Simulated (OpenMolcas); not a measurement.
# One shape, several levels: Si2H4F2 (SMILES F[SiH](F)[SiH3])

Aim: a comparison of 6 runs (B3LYP/6-31G*, B3LYP/cc-pVDZ, BLYP/cc-pVDZ, M06-L/cc-pVDZ, TPSS/cc-pVDZ, CCSD(T)/cc-pVDZ) of Si2H4F2. 

The results are computed with OpenMolcas 26.06.

1 further run of the same task is left out (set aside as unsound or not needed).

## (1) The molecule

Si2H4F2 has 8 atoms, charge 0, and is taken as a singlet. As SMILES, `F[SiH](F)[SiH3]`. The shape is that of a PBE0-D4/def2-TZVP optimisation.

Bond lengths: F1–Si2 1.593 Å, Si2–F3 1.593 Å, Si2–Si4 2.342 Å, Si2–H5 1.482 Å, Si4–H6 1.486 Å, Si4–H7 1.486 Å, Si4–H8 1.485 Å. Some angles: F1–Si2–F3 107.0°, F1–Si2–Si4 109.5°, F3–Si2–Si4 109.5°, F1–Si2–H5 107.3°, F3–Si2–H5 107.3°, Si4–Si2–H5 115.9°, Si2–Si4–H6 109.0°, Si2–Si4–H7 109.1°, Si2–Si4–H8 110.0°, H6–Si4–H7 109.2°.

## (2) Energy and gradient at B3LYP/6-31G(d) (spherical functions) (run 1)

Contents of test.inp:

```
* F2H4Si2 Kohn-Sham DFT

&gateway
  baslib=$CurrDir
  coord
  8
  angstrom
  F        0.971900      -1.046400       1.729500
  Si       1.061800      -0.320500       0.314000
  F        1.618700      -1.392500      -0.725000
  Si      -1.075200       0.372800      -0.346900
  H        2.081000       0.748800       0.431800
  H       -1.595200       1.352300       0.642900
  H       -0.983200       1.025300      -1.679300
  H       -1.987700      -0.796800      -0.422700
  basis=6-31Gs
  group=NoSym

&seward
  gridinput
  Grid=UltraFine
  End of Grid

&scf
  ksdft=B3LYP
  thresholds=1e-10 1e-07 1e-07 1e-05
  prorbitals=1 2

&alaska
```

The basis set 6-31G* is read from a file made from the Basis Set Exchange's data (not shown).

Launch:

```
export MOLCAS_MEM=1860
pymolcas test.inp > test.log
```

Standard output:

```text
--- Start Module: gateway ---
[...]
--- Stop Module: gateway /rc=_RC_ALL_IS_WELL_ ---
[...]
      Basis functions           72
[...]
--- Start Module: scf ---
[...]
       Convergence after  13 Iterations
[...]
::    Total KS-DFT energy                            -781.1811844377
[...]
      Total spin, S                                     0.0000000000
[...]
      Total electronic charge=   50.000000
      Total            charge=   -0.000000
[...]
      Dipole Moment (debye):
      Origin of the operator (angstrom)=    0.4729   -0.4340    0.1748
                   X= -6.3170E-01               Y=  1.3629E+00               Z= -3.5842E-01           Total=  1.5444E+00
      Quadrupole Moment (debye*angstrom):
[...]
--- Stop Module: scf /rc=_RC_ALL_IS_WELL_ ---
[...]
--- Start Module: alaska ---
[...]
 *              Molecular gradients               *
 **************************************************
  Irreducible representation: a
 ------------------------------------------------------------------------------------------
                              X                       Y                       Z
 ------------------------------------------------------------------------------------------
  F1                1.07502165687257E-03    6.08615436034121E-03   -1.23888930783558E-02
  SI2               3.47623732810831E-03   -1.22415622845100E-02    2.67958932462550E-03
  F3               -4.62665645506277E-03    9.11539031942787E-03    9.27377099353244E-03
  SI4              -2.30805340258833E-03   -1.84660469967568E-04   -5.84739972526727E-04
  H5               -2.00994803359666E-04   -2.04053384407032E-03    2.34579956352621E-04
  H6                9.46894724075387E-04   -3.76610970474811E-04    1.22426393391883E-05
  H7                8.04338534248938E-04   -3.01757433248895E-04    5.46500859716303E-04
  H8                8.33212417716389E-04   -5.64196774610615E-05    2.26949277242372E-04
[...]
--- Stop Module: alaska /rc=_RC_ALL_IS_WELL_ ---
[...]
```

Run time: 34 s. Hardware: 1 thread of Intel Xeon Platinum 8259CL at 2.50GHz (Skylake/Cascade Lake), shared host; peak memory 0.42 GiB.

## (3) Energy and gradient at B3LYP/cc-pVDZ (run 2)

Contents of input.xyz:

```xyz
8

F      0.971900    -1.046400     1.729500
Si     1.061800    -0.320500     0.314000
F      1.618700    -1.392500    -0.725000
Si    -1.075200     0.372800    -0.346900
H      2.081000     0.748800     0.431800
H     -1.595200     1.352300     0.642900
H     -0.983200     1.025300    -1.679300
H     -1.987700    -0.796800    -0.422700
```

Contents of test.inp:

```
&GATEWAY
  BasLib=$CurrDir
  Coord=input.xyz
  Basis=cc-pVDZ
  Group=NoSym

&SEWARD
  GridInput
  Grid=UltraFine
  End of Grid

&SCF
  KSDFT=B3LYP
  Thresholds=1e-10 1e-07 1e-07 1e-05
  PrOrbitals=1

&ALASKA
```

The basis set cc-pVDZ is read from a file made from the Basis Set Exchange's data (not shown).

Launch:

```
export MOLCAS_MEM=1860
pymolcas test.inp > test.log
```

Standard output:

```text
--- Start Module: gateway ---
[...]
--- Stop Module: gateway /rc=_RC_ALL_IS_WELL_ ---
[...]
      Basis functions           84
[...]
--- Start Module: scf ---
[...]
       Convergence after  13 Iterations
[...]
::    Total KS-DFT energy                            -781.2128774292
[...]
      Total spin, S                                     0.0000000000
[...]
      Total electronic charge=   50.000000
      Total            charge=   -0.000000
[...]
      Dipole Moment (debye):
      Origin of the operator (angstrom)=    0.4729   -0.4340    0.1748
                   X= -7.2889E-01               Y=  1.4135E+00               Z= -3.9118E-01           Total=  1.6378E+00
      Quadrupole Moment (debye*angstrom):
[...]
--- Stop Module: scf /rc=_RC_ALL_IS_WELL_ ---
[...]
--- Start Module: alaska ---
[...]
 *              Molecular gradients               *
 **************************************************
  Irreducible representation: a
 ------------------------------------------------------------------------------------------
                              X                       Y                       Z
 ------------------------------------------------------------------------------------------
  F1                2.30450336168753E-03    1.74555826735645E-02   -3.44188364462745E-02
  SI2               1.09513045173211E-02   -3.95948506723443E-02    8.50885230525089E-03
  F3               -1.34351386809168E-02    2.58538798406125E-02    2.53403815366546E-02
  SI4              -1.02119586168392E-03    1.54222870016874E-04   -2.93094235686020E-04
  H5               -2.53210368680934E-03   -2.73293681940201E-03   -2.81984262710977E-04
  H6                1.45877529797511E-03   -2.19727098006972E-03   -2.12537483427511E-03
  H7                9.25443154813771E-05   -1.46866695358394E-03    3.05201777901587E-03
  H8                2.18131073704253E-03    2.53004004123003E-03    2.18038158236677E-04
[...]
--- Stop Module: alaska /rc=_RC_ALL_IS_WELL_ ---
[...]
```

Wall time 42 s (1 thread of Intel Xeon Platinum 8259CL at 2.50GHz (Skylake/Cascade Lake), shared host); peak memory 0.46 GiB.

Runs 3 to 5 aren't shown in full; the table further down has their settings and results.

## (4) The energy at CCSD(T)/cc-pVDZ (run 6)

Contents of job.inp:

```
* F2H4Si2 CCSD(T)

&GATEWAY
 BasLib=$CurrDir
 Coord
 8
 angstrom
 F        0.971900      -1.046400       1.729500
 Si       1.061800      -0.320500       0.314000
 F        1.618700      -1.392500      -0.725000
 Si      -1.075200       0.372800      -0.346900
 H        2.081000       0.748800       0.431800
 H       -1.595200       1.352300       0.642900
 H       -0.983200       1.025300      -1.679300
 H       -1.987700      -0.796800      -0.422700
 Basis=cc-pVDZ
 Group=NoSym

&SEWARD

&SCF
 Thresholds=1e-10 1e-07 1e-07 1e-05
 PrOrbitals=0

&RASSCF
 FileOrb=$Project.ScfOrb
 Spin=1
 Nactel=0 0 0
 Inactive=25
 Ras2=0
 OutOrbitals=Canonical
 OrbListing=Nothing

&MOTRA
 JobIph
 Frozen=12

&CCSDT
 CCT
 Triples=2
 Iterations=80
 Accuracy=1e-08
 Extrapolation=5 4
```

The basis set cc-pVDZ is read from a file made from the Basis Set Exchange's data (not shown).

Launch:

```
export MOLCAS_MEM=1860
pymolcas job.inp > job.log
```

Standard output:

```text
--- Start Module: gateway ---
[...]
--- Stop Module: gateway /rc=_RC_ALL_IS_WELL_ ---
[...]
      Basis functions           84
[...]
       Convergence after  12 Iterations
[...]
::    Total SCF energy                               -779.1807895175
[...]
      Total spin, S                                     0.0000000000
[...]
      Number of active orbitals                  0
[...]
      Spin quantum number                      0.0
[...]
      Active orbitals                            0
[...]
      Number of CSFs                             1
[...]
      Number of root(s) required                 1
[...]
      Convergence after  4 iterations
[...]
      Natural orbitals and occupation numbers for root  1
      ************************************************************************************************************************
      *                                                    Final results                                                     *
      ************************************************************************************************************************
[...]
::    RASSCF root number  1 Total energy:   -779.18078952
[...]
      Total electronic charge=   50.000000
      Total            charge=   -0.000000
[...]
      Dipole Moment (debye):
      Origin of the operator (angstrom)=    0.4729   -0.4340    0.1748
                   X= -8.6331E-01               Y=  1.7767E+00               Z= -4.7779E-01           Total=  2.0323E+00
      Quadrupole Moment (debye*angstrom):
[...]
--- Start Module: motra ---
[...]
      *** WARNING: Default frozen orbitals is overwritten by user input.
      *** Default values:   6
[...]
--- Stop Module: motra /rc=_RC_ALL_IS_WELL_ ---
[...]
--- Start Module: ccsdt ---
[...]
      Convergence after                    16  Iterations
      Total energy (diff) :    -779.78951543      -0.00000001
[...]
 METHOD                       : CCSD+T(CCSD)+<T3(1)WT1> = CCSD(T)
[...]
       CCSD     =      -779.7895154256516
[...]
--- Stop Module: ccsdt /rc=_RC_ALL_IS_WELL_ ---
[...]
```

Wall time 67 s (1 thread of Intel Xeon Platinum 8259CL at 2.50GHz (Skylake/Cascade Lake), shared host); peak memory 0.47 GiB.

## (5) Overview of the runs

```csv
run,level,task,integration grid,energy (Eh),dipole moment (D) of the reference,HOMO energy (eV),LUMO energy (eV),wall time
1,B3LYP/6-31G* (spherical functions),gradient,UltraFine,-781.181184,1.54,-8.22,-0.13,34 s
2,B3LYP/cc-pVDZ,gradient,UltraFine,-781.212877,1.64,-8.28,-0.24,42 s
3,BLYP/cc-pVDZ,gradient,UltraFine,-781.132536,1.45,-7.05,-0.72,41 s
4,M06-L/cc-pVDZ,gradient,UltraFine,-781.152716,1.67,-7.50,-0.55,56 s
5,TPSS/cc-pVDZ,gradient,UltraFine,-781.239397,1.46,-7.39,-0.75,58 s
6,CCSD(T)/cc-pVDZ,energy,–,-779.800565,2.03,-11.60,3.16,67 s
```

## (6) Outcome

```
                                           quantity          value
                                run 6: total energy  -779.80056 Eh
          run 6: dipole moment (mean-field density)         2.03 D
         run 6: HOMO energy (Hartree–Fock orbitals)      -11.60 eV
         run 6: LUMO energy (Hartree–Fock orbitals)        3.16 eV
       run 6: HOMO–LUMO gap (Hartree–Fock orbitals)       14.76 eV
run 6: correlation energy (12 core orbitals frozen)     -619.8 mEh
                              run 6: (T) correction     -11.05 mEh
```

In words: Over runs 1, 2, 3, 4, 5 the dipole moment (its size) runs from 1.45 D (BLYP/cc-pVDZ) to 1.67 D (M06-L/cc-pVDZ). Over runs 1, 2, 3, 4, 5 the HOMO–LUMO gap runs from 6.33 eV (BLYP/cc-pVDZ) to 8.09 eV (B3LYP/6-31G*). The two ends differ in method and basis. Totals of different functionals can't be ranked against each other. All runs together took 5 min, the longest 67 s.
